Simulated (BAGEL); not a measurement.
# AlH2BrO2 (SMILES [OH][Al]([OH])[Br]): HF/def2-SVP (density fitting with qzvpp-jkfit)

Aim: the vertical singlet–triplet gap of AlH2BrO2 at HF/def2-SVP (density fitting with qzvpp-jkfit), from 2 runs. 

The results are computed with BAGEL 1.2.2.

7 further runs of the same task are left out: 2 for a known fault of the program, 5 that didn't finish. Runs told in other sessions of the task aren't counted.

## Step 1: The system as given

The species is AlH2BrO2 (6 atoms), meant as a singlet with charge 0. SMILES: `[OH][Al]([OH])[Br]`. The shape is that of a PBE0-D4/def2-TZVP optimisation. This is one conformer, not always the lowest.

Bond lengths: O1–Al2 1.680 Å, Al2–O3 1.680 Å, Al2–Br4 2.252 Å, O1–H5 0.956 Å, O3–H6 0.956 Å. Angles: O1–Al2–O3 118.2°, O1–Al2–Br4 120.9°, O3–Al2–Br4 120.9°, Al2–O1–H5 122.6°, Al2–O3–H6 122.6°.

## Step 2: A single-point energy at HF/def2-SVP (density fitting with qzvpp-jkfit)

Input file input.json:

```json
{ "bagel" : [

{
  "title" : "molecule",
  "basis" : "svp",
  "df_basis" : "qzvpp-jkfit",
  "angstrom" : true,
  "geometry" : [
    { "atom" : "O", "xyz" : [      -0.080200,       1.421100,      -0.824900 ] },
    { "atom" : "Al", "xyz" : [      -0.029700,      -0.053500,      -0.021600 ] },
    { "atom" : "O", "xyz" : [       1.110100,      -0.254800,       1.196000 ] },
    { "atom" : "Br", "xyz" : [      -1.450800,      -1.714400,      -0.562000 ] },
    { "atom" : "H", "xyz" : [      -0.702100,       1.604000,      -1.526900 ] },
    { "atom" : "H", "xyz" : [       1.194600,      -1.066400,       1.693300 ] }
  ]
},

{
  "title" : "hf"
},

{
  "title" : "print",
  "file" : "orbitals.molden",
  "orbitals" : true
}

]}
```

Command:

```sh
$ BAGEL_NUM_THREADS=1 BAGEL input.json > input.out
```

Standard output:

```text
* using 1 threads per process

  ===============================================================
  ===============================================================

  *** Geometry ***

  { "atom" : "O", "xyz" : [     -0.151556,      2.685490,     -1.558835 ] },
  { "atom" : "Al", "xyz" : [     -0.056125,     -0.101100,     -0.040818 ] },
  { "atom" : "O", "xyz" : [      2.097785,     -0.481502,      2.260112 ] },
  { "atom" : "Br", "xyz" : [     -2.741615,     -3.239746,     -1.062026 ] },
  { "atom" : "H", "xyz" : [     -1.326777,      3.031121,     -2.885423 ] },
  { "atom" : "H", "xyz" : [      2.257467,     -2.015204,      3.199873 ] },

  Number of auxiliary basis functions:      584

  Since a DF basis is specified, we compute 2- and 3-index integrals:
    o Being stored without compression. Storage requirement is 0.036 GB

  Number of basis functions:       88
  Number of electrons      :       66

    * METHOD: MOLECULE                             0.29

  *** RHF ***

  === Nuclear Repulsion ===
   298.1296355211

      * DIIS with orbital gradients will be used.

  === RHF iteration (svp) ===
      0      -2964.60755677          0.02314999           0.11
      1      -2964.77385373          0.01618996           0.10
      2      -2964.90204966          0.00090657           0.10
      3      -2964.90283795          0.00022856           0.10
      4      -2964.90287547          0.00007392           0.10
      5      -2964.90287956          0.00001599           0.10
      6      -2964.90287996          0.00000422           0.10
      7      -2964.90287999          0.00000084           0.10
      8      -2964.90287999          0.00000022           0.10
      9      -2964.90287999          0.00000010           0.10
     10      -2964.90287999          0.00000003           0.10
     11      -2964.90287999          0.00000001           0.10
    * SCF iteration converged.

    * Permanent dipole moment:
           (    0.273804,     0.320618,     0.104399) a.u.

    * METHOD: HF                                   1.45

    * METHOD: PRINT                                0.01

  ===============================================================
```

Run time: 1.9 s. Hardware: 1 thread of Arm Neoverse V2, shared host; peak memory 0.16 GiB.

## Step 3: The triplet, same level

Input file hf.json:

```json
{ "bagel": [

{
  "title": "molecule",
  "basis": "svp",
  "df_basis": "qzvpp-jkfit",
  "angstrom": true,
  "geometry": [
    { "atom": "O", "xyz": [   -0.080200,    1.421100,   -0.824900 ] },
    { "atom": "Al", "xyz": [   -0.029700,   -0.053500,   -0.021600 ] },
    { "atom": "O", "xyz": [    1.110100,   -0.254800,    1.196000 ] },
    { "atom": "Br", "xyz": [   -1.450800,   -1.714400,   -0.562000 ] },
    { "atom": "H", "xyz": [   -0.702100,    1.604000,   -1.526900 ] },
    { "atom": "H", "xyz": [    1.194600,   -1.066400,    1.693300 ] }
  ]
},
{ "title": "uhf", "nopen": 2 },
{ "title": "print", "file": "orbitals.molden", "orbitals": true }

]}
```

Command:

```sh
$ BAGEL_NUM_THREADS=1 BAGEL hf.json > hf.out
```

Standard output:

```text
* using 1 threads per process

  ===============================================================
  ===============================================================

  *** Geometry ***

  { "atom" : "O", "xyz" : [     -0.151556,      2.685490,     -1.558835 ] },
  { "atom" : "Al", "xyz" : [     -0.056125,     -0.101100,     -0.040818 ] },
  { "atom" : "O", "xyz" : [      2.097785,     -0.481502,      2.260112 ] },
  { "atom" : "Br", "xyz" : [     -2.741615,     -3.239746,     -1.062026 ] },
  { "atom" : "H", "xyz" : [     -1.326777,      3.031121,     -2.885423 ] },
  { "atom" : "H", "xyz" : [      2.257467,     -2.015204,      3.199873 ] },

  Number of auxiliary basis functions:      584

  Since a DF basis is specified, we compute 2- and 3-index integrals:
    o Being stored without compression. Storage requirement is 0.036 GB

  Number of basis functions:       88
  Number of electrons      :       66

    * METHOD: MOLECULE                             0.28

  *** Open-shell HF ***

  === Nuclear Repulsion ===
   298.1296355211

      * DIIS with orbital gradients will be used.

  === UHF iteration (svp) ===
      0      -2964.23403816          0.05015241           0.21
      1      -2964.31570907          0.04716881           0.21
      2      -2964.45057000          0.03722783           0.21
      3      -2964.63699822          0.00273959           0.21
      4      -2964.64320070          0.00111883           0.21
      5      -2964.64545906          0.00045274           0.21
      6      -2964.64586993          0.00019411           0.20
      7      -2964.64592915          0.00007026           0.20
      8      -2964.64594430          0.00002650           0.20
      9      -2964.64594754          0.00000962           0.20
     10      -2964.64594793          0.00000528           0.21
     11      -2964.64594809          0.00000215           0.20
     12      -2964.64594814          0.00000064           0.21
     13      -2964.64594814          0.00000037           0.21
     14      -2964.64594814          0.00000029           0.21
     15      -2964.64594814          0.00000027           0.20
     16      -2964.64594814          0.00000024           0.20
     17      -2964.64594814          0.00000022           0.20
     18      -2964.64594815          0.00000014           0.20
     19      -2964.64594815          0.00000008           0.20
     20      -2964.64594815          0.00000004           0.20
     21      -2964.64594815          0.00000002           0.20
     22      -2964.64594815          0.00000001           0.20
    * SCF iteration converged.

    * S^2 (UHF) is 2.0123

    * Permanent dipole moment:
           (    1.625754,     1.897188,     0.615685) a.u.

    * METHOD: UHF                                  4.96

    * METHOD: PRINT                                0.01

  ===============================================================
```

It took 5.7 s on 1 thread of Arm Neoverse V2, shared host; peak memory 0.16 GiB.

## Step 4: Summary of results

At HF/def2-SVP (density fitting with qzvpp-jkfit):

| quantity | value |
| --- | --- |
| singlet: total energy | -2964.90288 Eh |
| singlet: dipole moment | 1.10 D |
| singlet: HOMO energy | -11.66 eV |
| singlet: LUMO energy | 2.32 eV |
| singlet: HOMO–LUMO gap | 13.98 eV |
| triplet: total energy | -2964.64595 Eh |
| triplet: dipole moment | 6.54 D |
| triplet: ⟨S²⟩ | 2.012 |
| vertical energy of the triplet above the singlet | 6.991 eV |

At this shape the triplet lies 6.99 eV (161 kcal/mol) above the singlet.
